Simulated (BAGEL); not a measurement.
# HF/STO-3G (density fitting with qzvpp-jkfit) run of CH6GeO (SMILES C[O][GeH3])

Aim: the vertical singlet–triplet gap of CH6GeO at HF/STO-3G (density fitting with qzvpp-jkfit), from 2 runs. 

The calculation is run with BAGEL 1.2.2.

1 further run of the same task is left out (it didn't finish).

## Step 1: The system as given

CH6GeO: 9 atoms, total charge 0, spin state singlet. As SMILES, `C[O][GeH3]`. The shape is that of a PBE0-D4/def2-TZVP optimisation.

Bond lengths: C1–O2 1.406 Å, O2–Ge3 1.779 Å, C1–H4 1.093 Å, C1–H5 1.099 Å, C1–H6 1.099 Å, Ge3–H7 1.542 Å, Ge3–H8 1.531 Å, Ge3–H9 1.542 Å. Some angles: C1–O2–Ge3 117.8°, O2–C1–H4 108.1°, O2–C1–H5 112.2°, O2–C1–H6 112.2°, O2–Ge3–H7 108.9°, O2–Ge3–H8 104.9°, O2–Ge3–H9 108.9°, H4–C1–H5 108.0°, H4–C1–H6 108.0°, H5–C1–H6 108.1°.

## Step 2: A single-point energy at HF/STO-3G (density fitting with qzvpp-jkfit)

input.json

```json
{ "bagel": [

{
  "title": "molecule",
  "basis": "sto-3g",
  "df_basis": "qzvpp-jkfit",
  "angstrom": true,
  "geometry": [
    { "atom": "C", "xyz": [      -0.461600,       0.939500,      -0.879600 ] },
    { "atom": "O", "xyz": [      -0.657300,      -0.383600,      -0.447300 ] },
    { "atom": "Ge", "xyz": [       0.409500,      -1.004400,       0.834300 ] },
    { "atom": "H", "xyz": [      -1.194400,       1.152600,      -1.661500 ] },
    { "atom": "H", "xyz": [       0.540900,       1.094500,      -1.301500 ] },
    { "atom": "H", "xyz": [      -0.607700,       1.666800,      -0.069200 ] },
    { "atom": "H", "xyz": [       1.870200,      -0.939000,       0.345100 ] },
    { "atom": "H", "xyz": [      -0.054100,      -2.444000,       1.070300 ] },
    { "atom": "H", "xyz": [       0.242900,      -0.128600,       2.092200 ] }
  ]
},

{ "title": "hf" },

{ "title": "print", "file": "orbitals.molden", "orbitals": true }

]}
```

The run is started by

```bash
BAGEL_NUM_THREADS=1 BAGEL input.json > input.out
```

Log:

```text
* using 1 threads per process

  ===============================================================
  ===============================================================

  *** Geometry ***

  { "atom" : "C", "xyz" : [     -0.872298,      1.775398,     -1.662203 ] },
  { "atom" : "O", "xyz" : [     -1.242117,     -0.724899,     -0.845274 ] },
  { "atom" : "Ge", "xyz" : [      0.773843,     -1.898041,      1.576599 ] },
  { "atom" : "H", "xyz" : [     -2.257089,      2.178098,     -3.139780 ] },
  { "atom" : "H", "xyz" : [      1.022153,      2.068305,     -2.459479 ] },
  { "atom" : "H", "xyz" : [     -1.148387,      3.149796,     -0.130769 ] },
  { "atom" : "H", "xyz" : [      3.534166,     -1.774453,      0.652144 ] },
  { "atom" : "H", "xyz" : [     -0.102234,     -4.618491,      2.022574 ] },
  { "atom" : "H", "xyz" : [      0.459014,     -0.243019,      3.953685 ] },

  Number of auxiliary basis functions:      526

  Since a DF basis is specified, we compute 2- and 3-index integrals:
    o Being stored without compression. Storage requirement is 0.005 GB

  Number of basis functions:       34
  Number of electrons      :       52

    * METHOD: MOLECULE                             0.18

  *** RHF ***

  === Nuclear Repulsion ===
   205.4353264977

      * DIIS with orbital gradients will be used.

  === RHF iteration (sto-3g) ===
      0      -2166.44368791          0.01233240           0.02
      1      -2166.49670058          0.00384339           0.02
      2      -2166.50219386          0.00078873           0.02
      3      -2166.50261523          0.00008518           0.02
      4      -2166.50262183          0.00002103           0.02
      5      -2166.50262222          0.00000432           0.02
      6      -2166.50262224          0.00000173           0.02
      7      -2166.50262224          0.00000020           0.02
      8      -2166.50262224          0.00000005           0.02
      9      -2166.50262224          0.00000002           0.02
     10      -2166.50262224          0.00000000           0.02
    * SCF iteration converged.

    * Permanent dipole moment:
           (   -0.389662,    -0.125487,    -0.304474) a.u.

    * METHOD: HF                                   0.36

    * METHOD: PRINT                                0.00

  ===============================================================
```

Run time: 0.7 s. Hardware: 1 thread of Arm Neoverse V2, shared host; peak memory 0.081 GiB.

## Step 3: The triplet, same level

calc.json

```json
{ "bagel": [

{
  "title": "molecule",
  "basis": "sto-3g",
  "df_basis": "qzvpp-jkfit",
  "angstrom": "true",
  "geometry": [
    { "atom": "C", "xyz": [   -0.461600,    0.939500,   -0.879600 ] },
    { "atom": "O", "xyz": [   -0.657300,   -0.383600,   -0.447300 ] },
    { "atom": "Ge", "xyz": [    0.409500,   -1.004400,    0.834300 ] },
    { "atom": "H", "xyz": [   -1.194400,    1.152600,   -1.661500 ] },
    { "atom": "H", "xyz": [    0.540900,    1.094500,   -1.301500 ] },
    { "atom": "H", "xyz": [   -0.607700,    1.666800,   -0.069200 ] },
    { "atom": "H", "xyz": [    1.870200,   -0.939000,    0.345100 ] },
    { "atom": "H", "xyz": [   -0.054100,   -2.444000,    1.070300 ] },
    { "atom": "H", "xyz": [    0.242900,   -0.128600,    2.092200 ] }
  ]
},
{
  "title": "uhf",
  "charge": 0,
  "nopen": 2
},
{
  "title": "print",
  "file": "orbitals.molden",
  "orbitals": "true"
}

]}
```

The run is started by

```bash
BAGEL_NUM_THREADS=1 BAGEL calc.json > calc.out
```

Log:

```text
* using 1 threads per process

  ===============================================================
  ===============================================================

  *** Geometry ***

  { "atom" : "C", "xyz" : [     -0.872298,      1.775398,     -1.662203 ] },
  { "atom" : "O", "xyz" : [     -1.242117,     -0.724899,     -0.845274 ] },
  { "atom" : "Ge", "xyz" : [      0.773843,     -1.898041,      1.576599 ] },
  { "atom" : "H", "xyz" : [     -2.257089,      2.178098,     -3.139780 ] },
  { "atom" : "H", "xyz" : [      1.022153,      2.068305,     -2.459479 ] },
  { "atom" : "H", "xyz" : [     -1.148387,      3.149796,     -0.130769 ] },
  { "atom" : "H", "xyz" : [      3.534166,     -1.774453,      0.652144 ] },
  { "atom" : "H", "xyz" : [     -0.102234,     -4.618491,      2.022574 ] },
  { "atom" : "H", "xyz" : [      0.459014,     -0.243019,      3.953685 ] },

  Number of auxiliary basis functions:      526

  Since a DF basis is specified, we compute 2- and 3-index integrals:
    o Being stored without compression. Storage requirement is 0.005 GB

  Number of basis functions:       34
  Number of electrons      :       52

    * METHOD: MOLECULE                             0.19

  *** Open-shell HF ***

  === Nuclear Repulsion ===
   205.4353264977

      * DIIS with orbital gradients will be used.

  === UHF iteration (sto-3g) ===
      0      -2166.12341063          0.02602355           0.06
      1      -2166.21611724          0.01008526           0.06
      2      -2166.23422297          0.00375772           0.06
      3      -2166.23750701          0.00156514           0.05
      4      -2166.23860533          0.00017882           0.05
      5      -2166.23873458          0.00008980           0.05
      6      -2166.23881946          0.00004306           0.05
      7      -2166.23884748          0.00001084           0.06
      8      -2166.23884854          0.00000442           0.06
      9      -2166.23884864          0.00000164           0.06
     10      -2166.23884864          0.00000057           0.06
     11      -2166.23884865          0.00000030           0.06
     12      -2166.23884865          0.00000016           0.06
     13      -2166.23884865          0.00000009           0.06
     14      -2166.23884865          0.00000007           0.06
     15      -2166.23884865          0.00000006           0.06
     16      -2166.23884865          0.00000004           0.06
     17      -2166.23884865          0.00000002           0.06
     18      -2166.23884865          0.00000001           0.06
    * SCF iteration converged.

    * S^2 (UHF) is 2.0058

    * Permanent dipole moment:
           (    0.342391,    -0.755854,     0.669750) a.u.

    * METHOD: UHF                                  1.17

    * METHOD: PRINT                                0.00

  ===============================================================
```

Wall time 1.5 s (1 thread of Arm Neoverse V2, shared host); peak memory 0.081 GiB.

## Step 4: Results

Level: HF/STO-3G (density fitting with qzvpp-jkfit).

```
                                        quantity           value
                           singlet: total energy  -2166.50262 Eh
                          singlet: dipole moment          1.30 D
                            singlet: HOMO energy        -8.59 eV
                            singlet: LUMO energy        11.82 eV
                          singlet: HOMO–LUMO gap        20.41 eV
                           triplet: total energy  -2166.23885 Eh
                          triplet: dipole moment          2.71 D
                                   triplet: ⟨S²⟩           2.006
vertical energy of the triplet above the singlet        7.178 eV
```

What this shows: At this shape the triplet lies 7.18 eV (166 kcal/mol) above the singlet. In a minimal basis such a difference can be off by several eV, whatever the method.
